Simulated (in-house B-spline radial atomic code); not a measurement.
# Sb⁸⁺: density, ELF and screening along the radius

Aim: the shell structure of Sb⁸⁺ in the radial density, the electron localisation function and the screened nuclear charge, under several settings.

Method: several methods, spin-polarised, as named in each step; spherical all-electron atom at the radial basis limit. Code: in-house B-spline radial atomic code version 1.

**1. What is computed**

```
element       : antimony (Z = 51)
charge        : +8
electrons     : 43
configuration : [Kr] 4d7
nucleus       : point (non-relativistic runs) or finite (X2C runs)
```

The outer shells:

[Kr] 4d7
```
[Kr] core
4d [↑↓][↑↓][↑ ][↑ ][↑ ]
```

Where spins are not typed, each open shell is filled with up spins first.

**2. LDA (VWN5), non-rel.**

The run's settings:

```ini
Z = 51
electrons = 43.0
configuration = [Kr] 4d7
hamiltonian = nr
method = lda,vwn
spin_polarised = True
```

The run is started by

```console
$ python run_scf.py task.json out
```

One command runs all members of the session, one after another, from task.json.

Main fields of the result record, rounded:

```text
status: converged
scf [iteration, energy, orbital gradient]:
  - [1, -6270.54280226, 1.13]
  - [2, -6285.01919208, 0.606]
  - [3, -6291.1746434, 0.156]
  - [4, -6291.56729543, 0.0387]
  - [5, -6291.58360831, 0.0205]
  - [6, -6291.59035617, 0.00187]
  - [7, -6291.59039784, 9.11e-05]
  - [8, -6291.59039794, 3.68e-06]
  - [9, -6291.59039794, 8.98e-08]
energy [hartree]: {"total": -6291.59039794, "kinetic": 6288.35195208, "nuclear": -14749.8005059, "coulomb": 2326.02237713, "xc": -156.164221273}
orbitals [hartree, bohr; first row names the columns]:
  - ["name", "occ", "eps", "<r>", "<r^2>", "<1/r>", "r_max", "density_at_nucleus", "spin_orbit_zeta"]
  - ["1s up", 1.0, -1075.7565, 0.029844, 0.0011912, 50.43, 0.019764, 41282.0, "-"]
  - ["1s down", 1.0, -1075.7553, 0.029844, 0.0011912, 50.43, 0.019764, 41282.0, "-"]
  - ["2s up", 1.0, -164.12379, 0.12877, 0.019469, 11.541, 0.10937, 4311.0, "-"]
  - ["2s down", 1.0, -164.08476, 0.12876, 0.019467, 11.542, 0.10936, 4311.7, "-"]
  - ["2p up", 3.0, -154.16583, 0.10972, 0.014635, 11.556, 0.085501, "-", 5.628]
  - ["2p down", 3.0, -154.13533, 0.10971, 0.014633, 11.557, 0.085494, "-", 5.6292]
  - ["3s up", 1.0, -35.948846, 0.34426, 0.13525, 4.1784, 0.3129, 835.56, "-"]
  - ["3s down", 1.0, -35.922219, 0.34411, 0.13511, 4.1797, 0.31291, 835.94, "-"]
  - ["3p up", 3.0, -31.811227, 0.33476, 0.12981, 4.1058, 0.29916, "-", 1.0312]
  - ["3p down", 3.0, -31.783134, 0.3346, 0.12967, 4.1069, 0.29918, "-", 1.0315]
  - ["3d up", 5.0, -24.114231, 0.30519, 0.11026, 3.972, 0.24426, "-", 0.14096]
  - ["3d down", 5.0, -24.077971, 0.30507, 0.11014, 3.9725, 0.24436, "-", 0.14097]
  - ["4s up", 1.0, -9.667514, 0.80117, 0.72309, 1.7236, 0.74206, 182.19, "-"]
  - ["4s down", 1.0, -9.5500656, 0.80149, 0.72396, 1.7234, 0.74149, 182.19, "-"]
  - ["4p up", 3.0, -8.2271621, 0.83416, 0.78929, 1.6313, 0.76252, "-", 0.20726]
  - ["4p down", 3.0, -8.1107887, 0.835, 0.79132, 1.6302, 0.76203, "-", 0.20701]
  - ["4d up", 5.0, -5.7566758, 0.92207, 0.98004, 1.427, 0.81129, "-", 0.022422]
  - ["4d down", 2.0, -5.6447221, 0.92543, 0.98829, 1.4229, 0.81148, "-", 0.022305]
sum_r [bohr^k]: {"-1": 289.2118, "1": 19.79454, "2": 15.34553}
density_at_nucleus [bohr^-3]: 93222.3
spin_density_at_nucleus [bohr^-3]: -1.25361
mass_velocity [hartree]: -550.48
darwin [hartree]: 397.6862
radius_at_0.001 [bohr]: 2.291
radius_enclosing_fraction [bohr]: {"0.5": 0.331, "0.9": 1.02, "0.99": 1.573}
slater [hartree]:
  F0(4p up,4p up): 1.0764
  F2(4p up,4p up): 0.56761
  F0(4p up,4p down): 1.0759
  F2(4p up,4p down): 0.56712
  F0(4p up,4d up): 1.022
  F2(4p up,4d up): 0.52686
  G1(4p up,4d up): 0.67046
  G3(4p up,4d up): 0.4189
  F0(4p up,4d down): 1.0201
  F2(4p up,4d down): 0.52531
  F0(4p down,4p down): 1.0754
  F2(4p down,4p down): 0.56664
  F0(4p down,4d up): 1.0215
  F2(4p down,4d up): 0.52647
  F0(4p down,4d down): 1.0196
  F2(4p down,4d down): 0.52492
  G1(4p down,4d down): 0.66817
  G3(4p down,4d down): 0.41708
  F0(4d up,4d up): 0.97576
  F2(4d up,4d up): 0.50027
  F4(4d up,4d up): 0.33472
  F0(4d up,4d down): 0.97409
  F2(4d up,4d down): 0.49903
  F4(4d up,4d down): 0.33373
  F0(4d down,4d down): 0.97241
  F2(4d down,4d down): 0.4978
  F4(4d down,4d down): 0.33275
```

Run time: 0.27 s. Hardware: 1 thread, shared host.

radius_at_0.001 is where the density falls to 0.001 electrons per bohr³.

Fields along the radius, from the same record (one point in 2):

| r (bohr) | 4πr²n (1/bohr) | ELF | screened charge r·V (e) | reduced gradient s | 4πr²(n↑−n↓) |
| --- | --- | --- | --- | --- | --- |
| 0.00392 | 12.07 | 0.9991 | 49.88 | 0.4145 | -0.0001621 |
| 0.00576 | 21.62 | 0.9986 | 49.36 | 0.4401 | -0.0002900 |
| 0.00845 | 35.43 | 0.9970 | 48.63 | 0.4795 | -0.0004745 |
| 0.0124 | 51.31 | 0.9912 | 47.62 | 0.5399 | -0.0006827 |
| 0.0182 | 62.62 | 0.9595 | 46.24 | 0.6276 | -0.0007671 |
| 0.0267 | 62.34 | 0.7592 | 44.43 | 0.7122 | 0.00002 |
| 0.0392 | 56.29 | 0.3552 | 42.06 | 0.6043 | 0.006717 |
| 0.0576 | 64.62 | 0.4312 | 38.98 | 0.3053 | 0.04768 |
| 0.0845 | 82.23 | 0.7315 | 35.15 | 0.3421 | 0.2238 |
| 0.124 | 72.54 | 0.5823 | 30.74 | 0.5093 | 0.6931 |
| 0.182 | 59.53 | 0.3438 | 25.86 | 0.3022 | 1.205 |
| 0.267 | 68.86 | 0.7231 | 20.73 | 0.3041 | 0.7237 |
| 0.392 | 40.60 | 0.5762 | 16.29 | 0.6785 | 0.01435 |
| 0.576 | 20.95 | 0.2602 | 12.63 | 0.2901 | 2.219 |
| 0.845 | 21.86 | 0.7926 | 9.638 | 0.4347 | 4.010 |
| 1.24 | 7.562 | 0.5592 | 8.256 | 1.161 | 1.820 |
| 1.82 | 0.6449 | 0.05083 | 8.012 | 3.729 | 0.2003 |
| 2.67 | 0.009488 | 0.0002669 | 8.000 | 20.34 | 0.003310 |

**3. PBE, non-rel.**

The run's settings:

```ini
Z = 51
electrons = 43.0
configuration = [Kr] 4d7
hamiltonian = nr
method = pbe,pbe
spin_polarised = True
```

Result record:

```text
status: converged
scf [iteration, energy, orbital gradient]:
  - [1, -6275.66347186, 1.11]
  - [2, -6290.47635348, 0.564]
  - [3, -6296.29631417, 0.151]
  - [4, -6296.67548714, 0.0406]
  - [5, -6296.6913576, 0.0189]
  - [6, -6296.69796436, 0.0017]
  - [7, -6296.69799989, 3.37e-05]
  - [8, -6296.69799989, 2.69e-06]
  - [9, -6296.69799989, 1.88e-07]
energy [hartree]: {"total": -6296.69799989, "kinetic": 6294.53243279, "nuclear": -14756.4538358, "coulomb": 2326.56110346, "xc": -161.337700312}
orbitals [hartree, bohr; first row names the columns]:
  - ["name", "occ", "eps", "<r>"]
  - ["1s up", 1.0, -1076.9325, 0.02982]
  - ["1s down", 1.0, -1076.9323, 0.02982]
  - ["2s up", 1.0, -164.25698, 0.12867]
  - ["2s down", 1.0, -164.21691, 0.12866]
  - ["2p up", 3.0, -154.21018, 0.10968]
  - ["2p down", 3.0, -154.18044, 0.10967]
  - ["3s up", 1.0, -35.983609, 0.34366]
  - ["3s down", 1.0, -35.965166, 0.34354]
  - ["3p up", 3.0, -31.818587, 0.33434]
  - ["3p down", 3.0, -31.797352, 0.33422]
  - ["3d up", 5.0, -24.100983, 0.30497]
  - ["3d down", 5.0, -24.067611, 0.3049]
  - ["4s up", 1.0, -9.6834259, 0.80105]
  - ["4s down", 1.0, -9.5560766, 0.80119]
  - ["4p up", 3.0, -8.2348191, 0.83417]
  - ["4p down", 3.0, -8.108268, 0.83489]
  - ["4d up", 5.0, -5.7552763, 0.92207]
  - ["4d down", 2.0, -5.6332859, 0.92559]
sum_r [bohr^k]: {"-1": 289.3422, "1": 19.78821, "2": 15.33177}
```

It took 0.09 s on 1 thread, shared host.

Fields along the radius, from the same record (one point in 4):

| r (bohr) | 4πr²n (1/bohr) | ELF | screened charge r·V (e) | reduced gradient s | 4πr²(n↑−n↓) |
| --- | --- | --- | --- | --- | --- |
| 0.00392 | 12.10 | 0.9991 | 49.88 | 0.4145 | -0.0001695 |
| 0.00845 | 35.49 | 0.9970 | 48.63 | 0.4795 | -0.0004943 |
| 0.0182 | 62.68 | 0.9595 | 46.24 | 0.6280 | -0.0007851 |
| 0.0392 | 56.26 | 0.3544 | 42.06 | 0.6045 | 0.006681 |
| 0.0845 | 82.30 | 0.7321 | 35.15 | 0.3420 | 0.2222 |
| 0.182 | 59.46 | 0.3431 | 25.86 | 0.3014 | 1.200 |
| 0.392 | 40.57 | 0.5768 | 16.29 | 0.6814 | 0.006145 |
| 0.845 | 21.96 | 0.7937 | 9.633 | 0.4336 | 4.034 |
| 1.82 | 0.6417 | 0.05022 | 8.012 | 3.713 | 0.1979 |

**4. Hartree-Fock, non-rel.**

The run's settings:

```ini
Z = 51
electrons = 43.0
configuration = [Kr] 4d7
hamiltonian = nr
method = hf
spin_polarised = True
```

Result record:

```text
status: converged
scf [iteration, energy, orbital gradient]:
  - [1, -6274.18779527, 1.1]
  - [2, -6292.22867758, 0.411]
  - [3, -6294.80596328, 0.126]
  - [4, -6295.07098586, 0.0443]
  - [5, -6295.0984847, 0.0161]
  - [6, -6295.10239007, 0.00125]
  - [7, -6295.10240926, 9.4e-05]
  - [8, -6295.10240935, 1.21e-05]
  - [9, -6295.10240936, 2.06e-06]
  - [10, -6295.10240936, 1.2e-07]
energy [hartree]: {"total": -6295.10240936, "kinetic": 6295.10241847, "nuclear": -14756.6621341, "coulomb": 2325.52046217, "exact_exchange": -159.063155924}
orbitals [hartree, bohr; first row names the columns]:
  - ["name", "occ", "eps", "<r>"]
  - ["1s up", 1.0, -1090.5218, 0.029816]
  - ["1s down", 1.0, -1090.5208, 0.029816]
  - ["2s up", 1.0, -169.72522, 0.12849]
  - ["2s down", 1.0, -169.64717, 0.12847]
  - ["2p up", 3.0, -158.97432, 0.10975]
  - ["2p down", 3.0, -158.89905, 0.10972]
  - ["3s up", 1.0, -38.490777, 0.34178]
  - ["3s down", 1.0, -38.455861, 0.34148]
  - ["3p up", 3.0, -33.969873, 0.33299]
  - ["3p down", 3.0, -33.928252, 0.33265]
  - ["3d up", 5.0, -25.692022, 0.30384]
  - ["3d down", 5.0, -25.600021, 0.30446]
  - ["4s up", 1.0, -10.722124, 0.80251]
  - ["4s down", 1.0, -10.40608, 0.8026]
  - ["4p up", 3.0, -9.076273, 0.83574]
  - ["4p down", 3.0, -8.6943298, 0.83774]
  - ["4d up", 5.0, -6.2054046, 0.92287]
  - ["4d down", 2.0, -6.020845, 0.92934]
sum_r [bohr^k]: {"-1": 289.3463, "1": 19.7953, "2": 15.338}
```

Wall time 0.15 s (1 thread, shared host).

The record's radial tables, every 4th point:

| r (bohr) | 4πr²n (1/bohr) | ELF | screened charge r·V (e) | reduced gradient s | 4πr²(n↑−n↓) |
| --- | --- | --- | --- | --- | --- |
| 0.00393 | 12.15 | 0.9992 | 49.87 | 0.4143 | -0.0002581 |
| 0.00846 | 35.55 | 0.9970 | 48.63 | 0.4793 | -0.0007438 |
| 0.0182 | 62.71 | 0.9599 | 46.24 | 0.6279 | -0.001160 |
| 0.0393 | 56.20 | 0.3517 | 42.04 | 0.6032 | 0.006399 |
| 0.0847 | 82.41 | 0.7342 | 35.12 | 0.3428 | 0.2239 |
| 0.183 | 59.45 | 0.3438 | 25.79 | 0.2955 | 1.217 |
| 0.394 | 40.02 | 0.5696 | 16.25 | 0.6910 | -0.01541 |
| 0.848 | 21.93 | 0.7964 | 9.617 | 0.4351 | 4.079 |
| 1.83 | 0.6018 | 0.04601 | 8.011 | 3.866 | 0.1782 |

**5. BLYP, non-rel.**

The run's settings:

```ini
Z = 51
electrons = 43.0
configuration = [Kr] 4d7
hamiltonian = nr
method = b88,lyp
spin_polarised = True
```

Result record:

```text
status: converged
scf [iteration, energy, orbital gradient]:
  - [1, -6276.25429023, 1.12]
  - [2, -6290.94874029, 0.566]
  - [3, -6296.90900331, 0.152]
  - [4, -6297.28950393, 0.039]
  - [5, -6297.30440921, 0.0188]
  - [6, -6297.31098106, 0.00164]
  - [7, -6297.3110169, 3.26e-05]
  - [8, -6297.31101691, 2.36e-06]
  - [9, -6297.31101691, 1.49e-07]
energy [hartree]: {"total": -6297.31101691, "kinetic": 6295.34175881, "nuclear": -14757.2155248, "coulomb": 2326.51074592, "xc": -161.947996891}
orbitals [hartree, bohr; first row names the columns]:
  - ["name", "occ", "eps", "<r>"]
  - ["1s up", 1.0, -1077.0887, 0.029819]
  - ["1s down", 1.0, -1077.0884, 0.029819]
  - ["2s up", 1.0, -164.27563, 0.12866]
  - ["2s down", 1.0, -164.2356, 0.12865]
  - ["2p up", 3.0, -154.24253, 0.10967]
  - ["2p down", 3.0, -154.21261, 0.10965]
  - ["3s up", 1.0, -35.97339, 0.34376]
  - ["3s down", 1.0, -35.954536, 0.34365]
  - ["3p up", 3.0, -31.812605, 0.33441]
  - ["3p down", 3.0, -31.791074, 0.33429]
  - ["3d up", 5.0, -24.096861, 0.30499]
  - ["3d down", 5.0, -24.063527, 0.30493]
  - ["4s up", 1.0, -9.6704063, 0.80093]
  - ["4s down", 1.0, -9.543139, 0.80114]
  - ["4p up", 3.0, -8.223205, 0.83417]
  - ["4p down", 3.0, -8.0969314, 0.83497]
  - ["4d up", 5.0, -5.7461339, 0.92297]
  - ["4d down", 2.0, -5.6249184, 0.92675]
sum_r [bohr^k]: {"-1": 289.3572, "1": 19.79589, "2": 15.35481}
```

Run time: 0.09 s. Hardware: 1 thread, shared host.

The record's radial tables, every 4th point:

| r (bohr) | 4πr²n (1/bohr) | ELF | screened charge r·V (e) | reduced gradient s | 4πr²(n↑−n↓) |
| --- | --- | --- | --- | --- | --- |
| 0.00392 | 12.10 | 0.9991 | 49.88 | 0.4145 | -0.0001662 |
| 0.00845 | 35.49 | 0.9970 | 48.63 | 0.4796 | -0.0004845 |
| 0.0182 | 62.68 | 0.9595 | 46.24 | 0.6279 | -0.0007647 |
| 0.0393 | 56.27 | 0.3530 | 42.04 | 0.6024 | 0.006866 |
| 0.0846 | 82.32 | 0.7324 | 35.13 | 0.3427 | 0.2239 |
| 0.182 | 59.49 | 0.3433 | 25.86 | 0.3015 | 1.203 |
| 0.393 | 40.31 | 0.5718 | 16.27 | 0.6828 | 0.01041 |
| 0.846 | 21.89 | 0.7935 | 9.631 | 0.4363 | 4.025 |
| 1.82 | 0.6507 | 0.05099 | 8.013 | 3.676 | 0.2007 |

**6. The runs side by side**

| run | total energy (hartree) | highest level (eV) | radius holding 50 / 90 / 99 % (bohr) | radius at n = 0.001 (bohr) | ELF minima on the full grid (bohr) |
| --- | --- | --- | --- | --- | --- |
| LDA (VWN5), non-rel. | -6291.5904 | -153.60 | 0.331 / 1.02 / 1.57 | 2.29 | 0.048, 0.18, 0.47 |
| PBE, non-rel. | -6296.6980 | -153.29 | 0.331 / 1.02 / 1.57 | 2.29 | 0.048, 0.18, 0.47 |
| Hartree-Fock, non-rel. | -6295.1024 | -163.84 | 0.331 / 1.02 / 1.57 | 2.28 | 0.048, 0.18, 0.48 |
| BLYP, non-rel. | -6297.3110 | -153.06 | 0.331 / 1.02 / 1.57 | 2.30 | 0.048, 0.18, 0.48 |

What this shows: In the first run ELF has 3 minima on the grid, which mark the borders between shells. On the record's full grid the screened charge (r times the electrostatic potential) falls from 50.9 near the nucleus to 8.00 at 3.2 bohr; far out it tends to the net charge, 8. The grid is coarse (about 21 % a step), so the places of minima are rough.

Members of this set that are not shown: 7 used exact exchange with fractional occupations of an open shell, which is unsound here.
